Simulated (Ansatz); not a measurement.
# GaBrF radical: a ladder of functionals and wavefunction methods

One table from this session's results is given with a row withheld; the runs are named, their logs left out.

The runs use Ansatz 0.2.0, Gaussian basis; functionals in def2-TZVPP, the program's frozen cores in correlated methods.

The runs, in order: LDA (SPW92), PBE-D4, revPBE-D4, BLYP-D4, r2SCAN-D4, B97M-V, PBE0-D4, B3LYP-D4, r2SCANh-D4, r2SCAN0-D4, HSE06-D4, BHLYP-D4, CAM-B3LYP-D4, LC-ωPBE, ωB97X-V, ωB97M-V, B2PLYP, PBE-QIDH; CCSD(T)/def2-SVP; CCSD(T)/def2-TZVPP; CCSD(T)/def2-QZVPP; extrapolation to the limit; RPA on PBE.

### The geometry

The geometry comes from an earlier relaxation with PBE0-D4 in a triple-zeta def2 set; it is a stationary point.

SMILES `[F][Ga][Br]`, 3 atoms, charge 0, spin multiplicity 2.

Atoms are counted from 1 here; the program's logs count them from 0.

Bond lengths: F1–Ga2 1.759 Å, Ga2–Br3 2.312 Å. Angles: F1–Ga2–Br3 118.1°.

The first run:

File in.yaml:

```yaml
crystal:
  periodic: [false, false, false]
  atoms:
    - {symbol: F, position_ang: [-1.459276, 0.303951, -0.776194]}
    - {symbol: Ga, position_ang: [0.020874, 0.686601, 0.092897]}
    - {symbol: Br, position_ang: [1.427501, -1.055354, 0.669997]}
basis:
  gaussian: {orbitals: def2-TZVPP}
magnetization: {spin_polarized: true, initial_magnetization: 1}
hamiltonian: {xc: lda}
output: {orbitals: {seedname: orbitals}}
```

On the command line:

```
> ansatz run in.yaml --threads 2 --pin off --events-out ev --progress --plain --max-ram 32768MiB --backend cpu
```

Steps of the session up to this table: LDA; PBE-D4 (GGA); revPBE-D4 (GGA); BLYP-D4 (GGA); r2SCAN-D4 (meta-GGA); B97M-V (meta-GGA); PBE0-D4 (hybrid); B3LYP-D4 (hybrid); r2SCANh-D4 (hybrid); r2SCAN0-D4 (hybrid); HSE06-D4 (hybrid); BHLYP-D4 (hybrid); CAM-B3LYP-D4 (range-separated); LC-ωPBE (range-separated); ωB97X-V (range-separated); ωB97M-V (range-separated); B2PLYP (double hybrid); PBE-QIDH (double hybrid).

One table of the session follows, with a row left open; its other results are not shown here.

It belongs to the step «Frontier levels by functional». 

```
  functional  HOMO (eV)  LUMO (eV)  gap (eV)
 LDA (SPW92)      -6.26      -5.45      0.81
      PBE-D4      -6.11      -5.06      1.05
   revPBE-D4      -6.06      -4.90      1.16
     BLYP-D4      -5.95      -5.11      0.84
   r2SCAN-D4      -6.52      -4.71      1.81
      B97M-V      -6.26      -5.16      1.10
     PBE0-D4      -7.23      -4.15      3.08
    B3LYP-D4      -7.00      -4.60      2.41
  r2SCANh-D4      -6.93      -4.39      2.53
  r2SCAN0-D4      -7.53      -3.93      3.60
    HSE06-D4      -6.84      -4.53      2.31
    BHLYP-D4      -8.19      -3.43      4.76
CAM-B3LYP-D4      -8.47      -3.35      5.12
     LC-ωPBE      -9.78      -1.85      7.94
     ωB97X-V      -9.31      -2.26      7.05
     ωB97M-V          ?          ?         ?
```

Estimate the missing values for ωB97M-V.

As computed: HOMO (eV): -9.24; LUMO (eV): -2.46; gap (eV): 6.78. In the column «HOMO (eV)» it lies between ωB97X-V (-9.31) and CAM-B3LYP-D4 (-8.47).
